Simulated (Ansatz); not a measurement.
NiMoIrPdW:

```
CELL_PARAMETERS angstrom
2.77085 0.00000 0.00000
-1.38543 2.39963 0.00000
0.00000 0.00000 22.01961
ATOMIC_POSITIONS crystal
Ni 0.33333 0.66667 0.85081
Ni 0.66667 0.33333 0.14919
Mo 0.66667 0.33333 0.76059
Mo 0.33333 0.66667 0.23941
Pd 0.33333 0.66667 0.05329
Pd 0.66667 0.33333 0.94671
Ir 0.33333 0.66667 0.65827
Ir 0.66667 0.33333 0.34173
W 0.33333 0.66667 0.44418
W 0.66667 0.33333 0.55582
```

The cell was built by a generator and needn't be a form met in nature.

| Item | Value |
| --- | --- |
| Program | Ansatz 0.2.0 |
| Task | relaxation of cell and atoms |
| Functional | r2SCAN |
| Dispersion | D4 |
| Potentials or basis | Ansatz PAW |
| Cutoff | 500 eV (not typed: the program's choice for these potentials) |
| k mesh | 8 × 8 × 1 |
| Occupations | fermi-dirac, width 0.05 eV |
| Spin | collinear spin, ferromagnetic start |
| Starting moments | [1.0, 1.0, 1.0, 1.0, 0.0, 0.0, 0.6, 0.6, 0.0, 0.0] μB |

At the start: volume 14.64 Å³/atom.

**Question.** How do energy, volume and symmetry change on relaxing?

**Answer.** It ends after 5 steps and the volume is 14.24 Å³/atom (-2.7 %); space group P-3m1 (No. 164, to 0.05 Å); moment 0.74 μB per cell.

Step by step:
```
step  energy change (eV)  largest force (eV/Å)  volume (Å³)
   1              0.0000                0.1288       146.41
   2             -0.0892                0.0673       142.84
   3             -0.0918                0.0215       142.38
   4             -0.0919                0.0064       142.39
   5             -0.0883                0.0065       142.39
```

Final structure:
```cif
data_structure
_symmetry_space_group_name_H-M 'P 1'
_symmetry_Int_Tables_number 1
_cell_length_a 2.7465
_cell_length_b 2.7465
_cell_length_c 21.7959
_cell_angle_alpha 90.000
_cell_angle_beta 90.000
_cell_angle_gamma 120.000
_cell_volume 142.39
loop_
_atom_site_label
_atom_site_type_symbol
_atom_site_fract_x
_atom_site_fract_y
_atom_site_fract_z
_atom_site_occupancy
Ni1 Ni 0.33333 0.66667 0.85206 1
Ni2 Ni 0.66667 0.33333 0.14794 1
Mo1 Mo 0.66667 0.33333 0.76158 1
Mo2 Mo 0.33333 0.66667 0.23842 1
Pd1 Pd 0.33333 0.66667 0.05302 1
Pd2 Pd 0.66667 0.33333 0.94698 1
Ir1 Ir 0.33333 0.66667 0.65880 1
Ir2 Ir 0.66667 0.33333 0.34120 1
W1 W 0.33333 0.66667 0.44389 1
W2 W 0.66667 0.33333 0.55611 1
```

Caveat: the magnetic or orbital state may not be the lowest; the plane-wave basis is chosen anew once the cell has moved, so the energies of steps on either side of that aren't comparable; pairwise dispersion overbinds metals, which lowers pressure and volume; the PAW data sets come from PBE, with cores solved anew for the run's functional, which leaves a small shift of forces and pressure.
